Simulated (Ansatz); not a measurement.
**NO on Lu(0001): molecular dynamics**

Purpose: to shoot the molecule at the surface and see whether it bounces, sticks or breaks. Runs: 500 steps of 1 fs at constant energy. The slab cell is 2×2, 3 layers thick, and the molecule starts well above it. It comes in with 0.8 eV at 20° from the normal, on a surface at rest.

Method: DFT PBE, plane waves, PAW, scalar-relativistic, no spin polarisation, in Ansatz 0.2.0.

## 1. The starting structure

The cell holds 14 atoms (Lu12NO): a = 7.020 Å, b = 7.020 Å, c = 20.563 Å, α = 90.00°, β = 90.00°, γ = 60.00°.

Structure file:

```
CELL_PARAMETERS angstrom
7.02000 0.00000 0.00000
3.51000 6.07950 0.00000
0.00000 0.00000 20.56335
ATOMIC_POSITIONS crystal
Lu 0.00000 0.00000 0.04863
Lu 0.50000 0.00000 0.04863
Lu 0.00000 0.50000 0.04863
Lu 0.50000 0.50000 0.04863
Lu 0.83333 0.33333 0.18390
Lu 0.33333 0.33333 0.18390
Lu 0.83333 0.83333 0.18390
Lu 0.33333 0.83333 0.18390
Lu 0.00000 0.00000 0.31918
Lu 0.50000 0.00000 0.31918
Lu 0.00000 0.50000 0.31918
Lu 0.50000 0.50000 0.31918
N 0.48478 0.52359 0.53824
O 0.48478 0.52359 0.59563
```

## 2. The run

500 steps of 1 fs at constant energy.

The input, input.yaml:

```yaml
crystal:
  lattice:
    - [7.02, 0.0, 0.0]
    - [3.51, 6.079498, 0.0]
    - [0.0, 0.0, 20.56335]
  atoms:
    - { symbol: Lu, position: [0.0, 0.0, 0.0486302] }
    - { symbol: Lu, position: [0.5, 0.0, 0.0486302] }
    - { symbol: Lu, position: [0.0, 0.5, 0.0486302] }
    - { symbol: Lu, position: [0.5, 0.5, 0.0486302] }
    - { symbol: Lu, position: [-0.1666667, 0.3333333, 0.1839036] }
    - { symbol: Lu, position: [0.3333333, 0.3333333, 0.1839036] }
    - { symbol: Lu, position: [-0.1666667, 0.8333333, 0.1839036] }
    - { symbol: Lu, position: [0.3333333, 0.8333333, 0.1839036] }
    - { symbol: Lu, position: [0.0, 0.0, 0.3191771] }
    - { symbol: Lu, position: [0.5, 0.0, 0.3191771] }
    - { symbol: Lu, position: [0.0, 0.5, 0.3191771] }
    - { symbol: Lu, position: [0.5, 0.5, 0.3191771] }
    - { symbol: "N", position: [0.4847764, 0.5235944, 0.5382434] }
    - { symbol: O, position: [0.4847764, 0.5235944, 0.595627] }
basis:
  ecutwfc: 420.0
kpoints:
  mp_grid: { grid: [2, 2, 1] }
hamiltonian:
  xc: pbe
scf:
  occupations: { method: fermi_dirac, width: 0.05 }
  lower_state_search: "off"
md:
  timestep: 1
  n_steps: 500
  ensemble: nve
  initial_velocities: zero
  seed: 995173
  initial_site_velocities:
    - { site: 12, velocity: [0.007758, 0.0, -0.021314] }
    - { site: 13, velocity: [0.007758, 0.0, -0.021314] }
  constraints: [{ sites: [0, 1, 2, 3] }]
```

Launch:

```sh
ansatz run input.yaml --threads 4 --pin off --max-ram 10240MiB --backend cpu --events-out ev --progress --plain --runs-dir out
```

**Question.** What will these runs give? Wanted: lowest height of the centre of mass; shortest distance to a slab atom; temperature, first and last step; temperature, second half; potential energy, second half; largest change of the total energy; mean square displacement, second half.

The runs gave:

```
                             quantity                                                 value
  lowest height of the centre of mass  0.29 Å over the top layer's first level, at 415.0 fs
     shortest distance to a slab atom                                                1.54 Å
                               length                                     500 steps of 1 fs
     temperature, first and last step                                        619 and 3034 K
             temperature, second half                      mean 3435 K, from 1413 to 6203 K
        potential energy, second half                          -260 meV/atom from the start
   largest change of the total energy                                         1.73 meV/atom
mean square displacement, second half                           O 91.6, N 31.5, Lu 0.156 Å²
```

**Reading.** The molecule's centre of mass comes down from 5.13 Å to 0.29 Å and is at 1.24 Å at the end, so it has not left within this time. Its shortest distance to a slab atom is 1.54 Å. The total energy strays from its start by at most 1.73 meV/atom, 0.7 % of the mean kinetic energy, so a step of 1 fs is short enough over this time. The bonding pattern changes, first at 295.0 fs: N13–O14 breaks. The printed temperature only measures the kinetic energy here. Kinetic energy grows to 3.3 eV on average, more than the molecule brought: potential energy is set free, by binding to the surface or from an unrelaxed start. A run of 500 fs with 14 atoms shows the motion but fixes no equilibrium value. The cell holds an odd number of electrons and spin is off, so an unpaired electron is smeared over both spins.
